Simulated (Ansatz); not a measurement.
# ZrN+ (singlet): density functionals in def2-TZVPP

What do functionals of several rungs give for ZrN+ (singlet)?

Method: def2-TZVPP, all electrons in the functionals, frozen cores in the correlation of double hybrids and RPA; program: Ansatz 0.2.0, Gaussian basis.

The runs, in order: PBE, r2SCAN, PBE0, B3LYP, r2SCAN0, wB97M-V, HSE06, B2PLYP, RPA-PBE.

3 further runs of the same task are left out: 1 for a known fault of the program, 1 that didn't finish, 1 set aside as unsound or not needed. Runs told in other sessions of the task aren't counted.

## Step 1: The geometry

The geometry is a PBE0/def2-TZVP stationary point (not a proven minimum). No spin-orbit coupling is included. Elements past krypton take def2 core potentials.

2 atoms, charge 1, spin multiplicity 1.

Atoms are counted from 1 here; the program's logs count them from 0.

Bond lengths: Zr1–N2 1.647 Å.

Geometry (Å):

| atom | x (Å) | y (Å) | z (Å) |
| --- | --- | --- | --- |
| Zr1 | 0.00000 | 0.00000 | 0.00000 |
| N2 | 0.00000 | 0.00000 | 1.64700 |

No dispersion term is added; wB97M-V holds VV10 nonlocal correlation. B3LYP takes the VWN-RPA correlation. HSE06 is the plane-wave form.

## Step 2: PBE (restricted)

in.yaml reads:

```yaml
crystal:
  periodic: [false, false, false]
  atoms:
    - {symbol: Zr, position_ang: [0.000000, 0.000000, 0.000000]}
    - {symbol: N, position_ang: [0.000000, 0.000000, 1.647000]}
basis:
  gaussian: {orbitals: def2-TZVPP}
total_charge: 1
hamiltonian: {xc: {name: PBE}}
output: {orbitals: {seedname: orbitals}}
```

Run with:

```sh
ansatz run in.yaml --threads 1 --pin off --events-out ev --progress --plain --max-ram 2393MiB
```

The log of the run:

```text
Functional definition: PBE
  name "PBE"
  cite "Perdew, Burke & Ernzerhof, Phys. Rev. Lett. 77, 3865 (1996) doi:10.1103/PhysRevLett.77.3865"
  parent pbe
  parameter kappa = 0.804
  parameter beta = 0.06672455060314922
  exchange = pbe_x(kappa = kappa, mu = beta*pi^2/3)
  correlation = pbe_c(beta = beta)
467 factors; their error is unknown
mean field evaluation 1: about -2706.3676 eV, gradient 1.6e2 eV
mean field evaluation 2: about -2447.3805 eV, gradient 2.2e2 eV
mean field evaluation 4: about -2747.0708 eV, gradient 8.6e1 eV
mean field evaluation 8: about -2760.2667 eV, gradient 8.2e-1 eV
mean field evaluation 16: about -2760.2667 eV, gradient 3.6e-5 eV
mean field -2760.26670834 eV, -101.4379305555 hartree, gradient 3.6e-5 eV, S^2 0.000000; 0 other end points of the search recorded, 0 dependent functions left out
reference -2760.26675395 eV, -101.4379322317 hartree; 9, 9 occupied and 78, 78 virtual orbitals, 467 factors
Total energy: -2760.26675395 eV, -101.4379322317 hartree
```

Wall time 0.9 s (1 thread of Arm Neoverse V2, shared host).

## Step 3: r2SCAN (restricted)

in.yaml: that of step 2 with these lines changed.

```diff
@@ -8,3 +8,2 @@
 total_charge: 1
-hamiltonian: {xc: {name: PBE}}
-output: {orbitals: {seedname: orbitals}}
+hamiltonian: {xc: {name: r2SCAN}}
```

Same command.

The log of the run:

```text
Functional definition: r2SCAN
  name "r2SCAN"
  cite "Furness, Kaplan, Ning, Perdew & Sun, J. Phys. Chem. Lett. 11, 8208 (2020) doi:10.1021/acs.jpclett.0c02405"
  cite "Furness, Kaplan, Ning, Perdew & Sun, J. Phys. Chem. Lett. 11, 9248 (2020) doi:10.1021/acs.jpclett.0c03077"
  parent r2scan
  parameter k0 = 0.174
  parameter k1 = 0.065
  parameter a1 = 4.9479
  exchange = r2scan_x(k0 = k0, k1 = k1, a1 = a1)
  correlation = r2scan_c
467 factors; their error is unknown
mean field evaluation 1: about -2713.1748 eV, gradient 1.5e2 eV
mean field evaluation 2: about -2467.5010 eV, gradient 2.3e2 eV
mean field evaluation 4: about -2759.9845 eV, gradient 2.6e1 eV
mean field evaluation 8: about -2761.1310 eV, gradient 1.7e0 eV
mean field evaluation 16: about -2761.1370 eV, gradient 2.9e-5 eV
mean field -2761.13700612 eV, -101.4699134089 hartree, gradient 2.9e-5 eV, S^2 0.000000; 0 other end points of the search recorded, 0 dependent functions left out
reference -2761.13702239 eV, -101.4699140069 hartree; 9, 9 occupied and 78, 78 virtual orbitals, 467 factors
Total energy: -2761.13702239 eV, -101.4699140069 hartree
```

It took 2.4 s on 1 thread of Arm Neoverse V2, shared host.

## Step 4: PBE0 (restricted)

in.yaml: that of step 3 with these lines changed.

```diff
@@ -8,2 +8,3 @@
 total_charge: 1
-hamiltonian: {xc: {name: r2SCAN}}
+hamiltonian: {xc: {name: PBE0}}
+output: {orbitals: {seedname: orbitals}}
```

Same command.

The log of the run:

```text
Functional definition: PBE0
  name "PBE0"
  cite "Adamo & Barone, J. Chem. Phys. 110, 6158 (1999) doi:10.1063/1.478522"
  cite "Perdew, Burke & Ernzerhof, Phys. Rev. Lett. 77, 3865 (1996) doi:10.1103/PhysRevLett.77.3865"
  parent pbe
  parameter a = 0.25
  parameter kappa = 0.804
  parameter beta = 0.06672455060314922
  exchange = (1 - a)*pbe_x(kappa = kappa, mu = beta*pi^2/3) + a*exact_x
  correlation = pbe_c(beta = beta)
545 factors; their error is unknown
mean field evaluation 1: about -2713.4480 eV, gradient 1.5e2 eV
mean field evaluation 2: about -2476.3243 eV, gradient 2.3e2 eV
mean field evaluation 4: about -2757.1950 eV, gradient 3.4e1 eV
mean field evaluation 8: about -2759.3374 eV, gradient 6.7e-1 eV
mean field evaluation 16: about -2759.3653 eV, gradient 7.4e-5 eV
mean field -2759.36529328 eV, -101.4048041629 hartree, gradient 7.4e-5 eV, S^2 0.000000; 0 other end points of the search recorded, 0 dependent functions left out
reference -2759.36532784 eV, -101.4048054330 hartree; 9, 9 occupied and 78, 78 virtual orbitals, 545 factors
Total energy: -2759.36532784 eV, -101.4048054330 hartree
```

Wall time 1.1 s (1 thread of Arm Neoverse V2, shared host).

## Step 5: B3LYP (restricted)

in.yaml: that of step 4 with these lines changed.

```diff
@@ -8,3 +8,2 @@
 total_charge: 1
-hamiltonian: {xc: {name: PBE0}}
-output: {orbitals: {seedname: orbitals}}
+hamiltonian: {xc: {name: B3LYP}}
```

Same command.

The log of the run (excerpt; [...] marks lines left out):

```text
Functional definition: B3LYP
  name "B3LYP"
  cite "Stephens, Devlin, Chabalowski & Frisch, J. Phys. Chem. 98, 11623 (1994) doi:10.1021/j100096a001"
  cite "Becke, Phys. Rev. A 38, 3098 (1988) doi:10.1103/PhysRevA.38.3098"
  cite "Lee, Yang & Parr, Phys. Rev. B 37, 785 (1988) doi:10.1103/PhysRevB.37.785"
  cite "Vosko, Wilk & Nusair, Can. J. Phys. 58, 1200 (1980) doi:10.1139/p80-159"
[...]
501 factors; their error is unknown
[...]
mean field -2761.74075822 eV, -101.4921008895 hartree, gradient 1.4e-5 eV, S^2 0.000000; 0 other end points of the search recorded, 0 dependent functions left out
reference -2761.74096706 eV, -101.4921085642 hartree; 9, 9 occupied and 78, 78 virtual orbitals, 501 factors
Total energy: -2761.74096706 eV, -101.4921085642 hartree
```

Wall time 1.4 s (1 thread of Arm Neoverse V2, shared host).

## Step 6: r2SCAN0 (restricted)

in.yaml: that of step 5 with these lines changed.

```diff
@@ -8,2 +8,2 @@
 total_charge: 1
-hamiltonian: {xc: {name: B3LYP}}
+hamiltonian: {xc: {name: r2SCAN0}}
```

The command is unchanged.

The log of the run (excerpt; [...] marks lines left out):

```text
Functional definition: r2SCAN0
  name "r2SCAN0"
  cite "Bursch, Neugebauer, Ehlert & Grimme, J. Chem. Phys. 156, 134105 (2022) doi:10.1063/5.0086040"
  cite "Furness, Kaplan, Ning, Perdew & Sun, J. Phys. Chem. Lett. 11, 8208 (2020) doi:10.1021/acs.jpclett.0c02405"
  cite "Furness, Kaplan, Ning, Perdew & Sun, J. Phys. Chem. Lett. 11, 9248 (2020) doi:10.1021/acs.jpclett.0c03077"
  parent r2scan
[...]
545 factors; their error is unknown
[...]
mean field -2759.75850672 eV, -101.4192544905 hartree, gradient 1.7e-5 eV, S^2 0.000000; 0 other end points of the search recorded, 0 dependent functions left out
reference -2759.75851984 eV, -101.4192549727 hartree; 9, 9 occupied and 78, 78 virtual orbitals, 545 factors
Total energy: -2759.75851984 eV, -101.4192549727 hartree
```

It took 2.5 s on 1 thread of Arm Neoverse V2, shared host.

## Step 7: wB97M-V (restricted)

in.yaml: that of step 6 with these lines changed.

```diff
@@ -8,2 +8,3 @@
 total_charge: 1
-hamiltonian: {xc: {name: r2SCAN0}}
+hamiltonian: {xc: {name: wB97M-V}}
+output: {orbitals: {seedname: orbitals}}
```

Launched as before.

The log of the run (excerpt; [...] marks lines left out):

```text
Functional definition: wB97M-V
  name "wB97M-V"
  cite "Mardirossian & Head-Gordon, J. Chem. Phys. 144, 214110 (2016) doi:10.1063/1.4952647"
  cite "Becke, J. Chem. Phys. 107, 8554 (1997) doi:10.1063/1.475007"
  cite "Vydrov & Van Voorhis, J. Chem. Phys. 133, 244103 (2010) doi:10.1063/1.3521275"
  # Of w^i u^j: cxij and so on, Table III.
[...]
  gx(w, u) = 1 - cx + cx01*u + cx10*w
  gss(w, u) = css00 + css04*u^4 + css10*w + css20*w^2 + css43*w^4*u^3
  gos(w, u) = cos00 + cos10*w + (cos20 + cos21*u)*w^2 + (cos60 + cos61*u)*w^6
[...]
      + integral(e_c_pw_mod_opposite_spin*gos(b97_w_opposite, b97_u_opposite)) + vv10(b, c)
485 factors; their error is unknown
118 factors; integrals over basis functions are off by at most 1.2e-4 eV
[...]
mean field -2758.81708269 eV, -101.3846577953 hartree, gradient 1.5e-5 eV, S^2 0.000000; 0 other end points of the search recorded, 0 dependent functions left out
reference -2758.81713709 eV, -101.3846597948 hartree; 9, 9 occupied and 78, 78 virtual orbitals, 485 factors
Total energy: -2758.81713709 eV, -101.3846597948 hartree
```

Wall time 5.5 s (1 thread of Arm Neoverse V2, shared host).

## Step 8: HSE06 (restricted)

in.yaml: that of step 7 with these lines changed.

```diff
@@ -8,3 +8,2 @@
 total_charge: 1
-hamiltonian: {xc: {name: wB97M-V}}
-output: {orbitals: {seedname: orbitals}}
+hamiltonian: {xc: {name: HSE06}}
```

The command is unchanged.

The log of the run (excerpt; [...] marks lines left out):

```text
Functional definition: HSE06
  name "HSE06"
  cite "Heyd, Scuseria & Ernzerhof, J. Chem. Phys. 118, 8207 (2003) doi:10.1063/1.1564060"
  cite "Krukau, Vydrov, Izmaylov & Scuseria, J. Chem. Phys. 125, 224106 (2006) doi:10.1063/1.2404663"
  cite "Heyd & Scuseria, J. Chem. Phys. 120, 7274 (2004) doi:10.1063/1.1668634"
  cite "Ernzerhof & Perdew, J. Chem. Phys. 109, 3313 (1998) doi:10.1063/1.476928"
  cite "Perdew, Burke & Ernzerhof, Phys. Rev. Lett. 77, 3865 (1996) doi:10.1103/PhysRevLett.77.3865"
  parent pbe
[...]
  # The whole range is PBE's own exchange, as in plane waves. The composition of these papers is wPBEh.
[...]
545 factors; their error is unknown
46 factors; integrals over basis functions are off by at most 8.7e-5 eV
[...]
mean field -2759.27976172 eV, -101.4016609364 hartree, gradient 5.1e-5 eV, S^2 0.000000; 0 other end points of the search recorded, 0 dependent functions left out
reference -2759.27980744 eV, -101.4016626165 hartree; 9, 9 occupied and 78, 78 virtual orbitals, 545 factors
Total energy: -2759.27980744 eV, -101.4016626165 hartree
```

Wall time 1.3 s (1 thread of Arm Neoverse V2, shared host).

## Step 9: B2PLYP (restricted)

in.yaml: that of step 8 with these lines changed.

```diff
@@ -8,2 +8,3 @@
 total_charge: 1
-hamiltonian: {xc: {name: HSE06}}
+hamiltonian: {xc: {name: B2PLYP}}
+correlation: {electrons: outside_noble_gas}
```

Launched as before.

The log of the run (excerpt; [...] marks lines left out):

```text
Functional definition: B2PLYP
  name "B2PLYP"
  cite "Grimme, J. Chem. Phys. 124, 034108 (2006) doi:10.1063/1.2148954"
  cite "Becke, Phys. Rev. A 38, 3098 (1988) doi:10.1103/PhysRevA.38.3098"
  cite "Lee, Yang & Parr, Phys. Rev. B 37, 785 (1988) doi:10.1103/PhysRevB.37.785"
[...]
578 factors; integrals over basis functions are off by at most 1.1e-3 eV
[...]
mean field -2753.42158667 eV, -101.1863769739 hartree, gradient 1.3e-6 eV, S^2 0.000000; 0 other end points of the search recorded, 0 dependent functions left out
5 core orbitals not correlated: weight in the atoms' cores, before any rotation towards them, 0.966 or more for the frozen orbitals, at most 0.026 for the correlated occupied ones
reference -2753.42171778 eV, -101.1863817920 hartree; 4, 4 occupied and 78, 78 virtual orbitals, 578 factors
second order -11.87476464 eV of doubles, -0.00000000 eV of singles
Total energy: -2756.62790423 eV, -101.3042069709 hartree
```

Run time: 3.8 s. Hardware: 1 thread of Arm Neoverse V2, shared host.

## Step 10: RPA-PBE

in.yaml: that of step 9 with these lines changed.

```diff
@@ -8,3 +8,3 @@
 total_charge: 1
-hamiltonian: {xc: {name: B2PLYP}}
-correlation: {electrons: outside_noble_gas}
+hamiltonian: {xc: {name: PBE}}
+correlation: {method: rpa, electrons: outside_noble_gas}
```

The command is unchanged.

The log of the run (excerpt; [...] marks lines left out):

```text
Functional definition: PBE
  name "PBE"
  cite "Perdew, Burke & Ernzerhof, Phys. Rev. Lett. 77, 3865 (1996) doi:10.1103/PhysRevLett.77.3865"
  parent pbe
[...]
578 factors; integrals over basis functions are off by at most 1.1e-3 eV
[...]
mean field -2760.26670199 eV, -101.4379303223 hartree, gradient 9.9e-6 eV, S^2 0.000000; 0 other end points of the search recorded, 0 dependent functions left out
5 core orbitals not correlated: weight in the atoms' cores, before any rotation towards them, 0.975 or more for the frozen orbitals, at most 0.019 for the correlated occupied ones
reference -2738.92626782 eV, -100.6536838314 hartree; 4, 4 occupied and 78, 78 virtual orbitals, 578 factors
Total energy: -2751.13385031 eV, -101.1023042133 hartree
```

Wall time 3.5 s (1 thread of Arm Neoverse V2, shared host).

## Step 11: Side by side

| functional | energy (eV) | ⟨S²⟩ | time |
| --- | --- | --- | --- |
| PBE | -2760.2668 | 0.000 | 0.9 s |
| r2SCAN | -2761.1370 | 0.000 | 2.4 s |
| PBE0 | -2759.3653 | 0.000 | 1.1 s |
| B3LYP | -2761.7410 | 0.000 | 1.4 s |
| r2SCAN0 | -2759.7585 | 0.000 | 2.5 s |
| wB97M-V | -2758.8171 | 0.000 | 5.5 s |
| HSE06 | -2759.2798 | 0.000 | 1.3 s |
| B2PLYP | -2756.6279 | 0.000 | 3.8 s |
| RPA-PBE | -2751.1339 | 0.000 | 3.5 s |

Orbital levels of the runs that wrote orbitals: PBE HOMO -11.50, LUMO -9.28 eV; PBE0 HOMO -12.71, LUMO -8.28 eV; wB97M-V HOMO -14.96, LUMO -6.79 eV.

## Step 12: What came out

```
                quantity                     value
spread of total energies                   10.6 eV
       quickest, slowest  PBE 0.9 s, wB97M-V 5.5 s
```

**Reading.** Total energies of different functionals can't be ranked; only differences within one functional count.
